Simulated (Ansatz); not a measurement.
**MoSe in Ansatz: convergence with scf exx energy threshold**

Input of the first run (scf exx energy threshold 0.01); the others differ in this setting and in those tied to it:

input.yaml

```yaml
crystal:
  lattice:
    - [3.50022959, 0.0, 0.0]
    - [0.0, 3.50022959, 0.0]
    - [0.0, 0.0, 3.50022959]
  atoms:
    - { symbol: Mo, position: [0.0, 0.0, 0.0] }
    - { symbol: Se, position: [0.5, 0.5, 0.5] }
hamiltonian:
  xc: hse06
  pseudopotentials: { kind: paw }
kpoints:
  mp_grid: { grid: [4, 4, 4] }
scf:
  occupations: { method: fermi_dirac, width: 0.1 }
  exx: { energy_threshold: 0.01 }
output:
  forces: true
  stress: true
  eigenvalues: true
```

Potentials or basis: Ansatz PAW.

Run with:

```console
$ ansatz run input.yaml --threads 2 --pin off --max-ram 5632MiB --backend cpu --events-out ev --progress --plain --runs-dir out
```

The cell was built by a generator and needn't be a form met in nature.

Hardware: 2 threads of Arm Neoverse V1 (shared host).

| scf exx energy threshold | energy less the tightest run, at zero smearing (meV/atom) | SCF cycles | CPU time (s) | peak memory (GiB) |
| --- | --- | --- | --- | --- |
| 0.01 | 0.02 | 22 | 19 | 0.71 |
| 0.001 | 0.02 | 22 | 19 | 0.71 |
| 0.0001 | 0.02 | 22 | 19 | 0.71 |
| 1e-05 | 0.00 | 25 | 21 | 0.71 |
| 1e-06 | 0.00 | 29 | 21 | 0.71 |
| 1e-07 | 0.00 | 30 | 21 | 0.71 |

Against the tightest run, the energy stays within 1 meV/atom from 0.01 on. The tightest run that finished is the yardstick and may itself not be fully converged.

Caveat, for the tightest run too: the k mesh is coarse (spacing up to 0.45 Å⁻¹), so the values aren't converged, least of all with exact exchange.
